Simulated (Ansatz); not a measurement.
# Li3ZrN: from a guess to a relaxed structure

Where does this trial cell of Li3ZrN go when cell and atoms are let free?

Program: Ansatz 0.2.0. Level of theory: DFT PBE, scalar-relativistic, plane waves, PAW. These are calculated values, not measurements.

## Step 1: The system as given

The structure is orthorhombic, space group Cmmm (No. 65). Conventional cell: a = 5.741 Å, b = 6.089 Å, c = 3.807 Å, α = 90.00°, β = 90.00°, γ = 90.00°. Li (site symmetry m2m) is surrounded by 1 Zr at 1.78 Å and 2 N at 2.28 Å. Li (site symmetry mmm) has 2 Zr at 1.90 Å in its first shell of neighbours. Around Zr (site symmetry mmm) lie 4 Li at 1.78 to 1.90 Å. Around N (site symmetry mmm) lie 4 Li at 2.28 Å.

Coordinates:

```
Li Zr N
1.0
     2.87068   -3.04449    0.00000
     2.87068    3.04449    0.00000
     0.00000    0.00000    3.80689
Li Zr N
3 1 1
Direct
  0.29246 0.70754 0.50000
  0.70754 0.29246 0.50000
  0.00000 0.00000 0.00000
  0.00000 0.00000 0.50000
  0.50000 0.50000 0.00000
```

Recipe of the guess: random cell by space group and Wyckoff sites (Cmmm, No. 65). The dimensions are guesses.

## Step 2: Probe: one point on a coarse mesh

input.yaml

```yaml
crystal:
  lattice:
    - [2.87068363, -3.04448853, 0.0]
    - [2.87068363, 3.04448853, 0.0]
    - [0.0, 0.0, 3.8068871]
  atoms:
    - { symbol: Li, position: [0.292459, 0.707541, 0.5] }
    - { symbol: Li, position: [0.707541, 0.292459, 0.5] }
    - { symbol: Li, position: [0.0, 0.0, 0.0] }
    - { symbol: Zr, position: [0.0, 0.0, 0.5] }
    - { symbol: "N", position: [0.5, 0.5, 0.0] }
basis:
  ecutwfc: 420
kpoints:
  mp_grid: { grid: [4, 4, 4] }
hamiltonian:
  xc: pbe
scf:
  occupations: { method: gaussian, width: 0.1 }
  lower_state_search: "off"
output:
  forces: true
  stress: true
  eigenvalues: true
```

The run is started by

```sh
$ ansatz run input.yaml --threads 1 --pin off --max-ram 2560MiB --backend cpu --events-out ev --progress --plain --runs-dir out
```

The session goes on with these runs: coarse relaxation; another rough relaxation; spin check on a coarse mesh; relaxation on the finer mesh.

What does the calculation give? Wanted: conventional cell; volume; energy over the elements; gap on the mesh.

The runs gave:

| quantity | value |
| --- | --- |
| symmetry at the end (tolerance 0.05 Å) | space group Cmmm (No. 65) |
| conventional cell | a = 3.294 Å, b = 15.382 Å, c = 4.423 Å, α = 90.00°, β = 90.00°, γ = 90.00° |
| volume | 22.41 Å³/atom |
| energy over the elements (uncorrected; H, N, O, F and Cl as molecules) | +0.82 eV/atom |
| gap on the mesh | none (metal) |

In words: The space group Cmmm (No. 65) is kept, and the volume per atom grows by 68.4 % from the first guess. With a positive formation energy it can't be a ground state. No finished test with a distortion of lower symmetry is shown, so the end may be a saddle point. Other magnetic orders were not searched.
